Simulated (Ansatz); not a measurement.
# Ga (I-43d): equation of state with a fit in Python

Where is the equilibrium volume of Ga (I-43d), and how stiff is it? The task is an equation of state with a fit, for Ga (I-43d).

Computed with Ansatz 0.2.0, driven from Python. Level of theory: DFT PBEsol, plane waves, PAW.

## (1) The structure

It takes space group I-43d (No. 220, cubic). The conventional cell has a = 5.951 Å, b = 5.951 Å, c = 5.951 Å, α = 90.00°, β = 90.00°, γ = 90.00°. Around Ga (site symmetry -4) lie 8 Ga at 2.78 Å.

No structure file is read: the coordinates are typed or built in the script.

## (2) Script

eos_ga.py

```python
import warnings

import ansatz as az
from ase.eos import EquationOfState
from ase.units import GPa
import numpy as np

vectors0 = np.array([
    [-2.9755, 2.9755, 2.9755],
    [2.9755, -2.9755, 2.9755],
    [2.9755, 2.9755, -2.9755],
])
sites = [
    ("Ga", (0.25, 0.625, 0.375)),
    ("Ga", (0.375, 0.25, 0.625)),
    ("Ga", (0.75, 0.875, 0.125)),
    ("Ga", (0.125, 0.75, 0.875)),
    ("Ga", (0.625, 0.375, 0.25)),
    ("Ga", (0.875, 0.125, 0.75)),
]


def make_crystal(cell):
    crystal = az.Crystal(lattice=az.Lattice.of(cell))
    for symbol, position in sites:
        crystal = crystal.atom(symbol, position)
    return crystal

warnings.simplefilter("ignore", az.DeckWarning)

volumes, energies, pressures = [], [], []
for scale in np.linspace(0.94, 1.06, 7):
    cell = vectors0 * scale ** (1 / 3)
    base = (
        make_crystal(cell).calculation()
        .functional(az.Functional.PBESOL)
        .basis(470)
        .occupations("fermi_dirac", width=0.15)
        .kpoints(6, 6, 6)
        .stress()
    )
    rep = base.run().report
    volumes.append(abs(np.linalg.det(cell)) / len(sites))
    energies.append(rep["free_energy_ev"] / len(sites))
    pressures.append(np.trace(rep["stress_gpa"]) / 3)
    print(f"V = {volumes[-1]:8.4f} A^3/atom  F = {energies[-1]:.5f} eV/atom  P = {pressures[-1]:8.3f} GPa")

eos = EquationOfState(volumes, energies, eos="sj")
v0, e0, bulk = eos.fit()
print(f"V0 = {v0:.4f} A^3/atom, E0 = {e0:.5f} eV/atom, B = {bulk / GPa:.1f} GPa")
eos.plot("eos.png")
```

## (3) Running it

Launch:

```bash
> python eos_ga.py
```

What it wrote:

```text
V =  16.5088 A^3/atom  F = -3743.18091 eV/atom  P =    5.024 GPa
V =  16.8601 A^3/atom  F = -3743.19004 eV/atom  P =    3.343 GPa
V =  17.2113 A^3/atom  F = -3743.19571 eV/atom  P =    1.859 GPa
V =  17.5626 A^3/atom  F = -3743.19832 eV/atom  P =    0.547 GPa
V =  17.9138 A^3/atom  F = -3743.19822 eV/atom  P =   -0.612 GPa
V =  18.2651 A^3/atom  F = -3743.19573 eV/atom  P =   -1.638 GPa
V =  18.6163 A^3/atom  F = -3743.19112 eV/atom  P =   -2.547 GPa
V0 = 17.7228 A^3/atom, E0 = -3743.19859 eV/atom, B = 58.9 GPa
```

Wall time 61 s (1 thread of Arm Neoverse V1, shared host); peak memory 0.42 GiB.

## (4) Run by run

The 7 runs, in the order started:

| run | volume (Å³/atom) | energy from run 4 (meV/atom) | pressure (GPa) | SCF cycles | CPU time (s) |
| --- | --- | --- | --- | --- | --- |
| 1 | 16.509 | 17.41 | 5.02 | 7 | 8 |
| 2 | 16.860 | 8.28 | 3.34 | 7 | 7.9 |
| 3 | 17.211 | 2.60 | 1.86 | 7 | 8.3 |
| 4 | 17.563 | 0.00 | 0.55 | 7 | 8.4 |
| 5 | 17.914 | 0.10 | -0.61 | 7 | 8.5 |
| 6 | 18.265 | 2.59 | -1.64 | 7 | 8.7 |
| 7 | 18.616 | 7.19 | -2.55 | 7 | 8.8 |

Energies are free energies F = E - TS of the smeared occupations. 

## (5) Outcome

| quantity | value |
| --- | --- |
| runs compared | 7 |
| range of energy | 17.41 meV/atom |
| lowest point, volume (Å³/atom) | 17.563 |
| equilibrium volume (fit) | 17.72 Å³/atom |
| bulk modulus (fit) | 59 GPa |

In words: A third-order Birch-Murnaghan fit through the 7 points (the script's own form differs a little) has its minimum at 17.72 Å³ an atom, 0.9 % above the typed cell, with a bulk modulus of 59 GPa and dB/dP = 5.2. From that minimum the energy rises by 17.7 meV an atom on the compressed side and 7.5 meV on the expanded side. Caveats:
- Shape and fractional positions are held along the curve, so the bulk modulus is an upper value where they are free to relax.
- For a metal this k-point mesh is coarse: on a finer one energies can move by several to tens of meV an atom and pressures by half a GPa or more, differences at one mesh by less.
- The smearing is wide enough that free energy and stress hold a thermal part of the electrons.
- Pressure is positive in compression.
- This isn't the structure that Ga takes at ambient conditions.
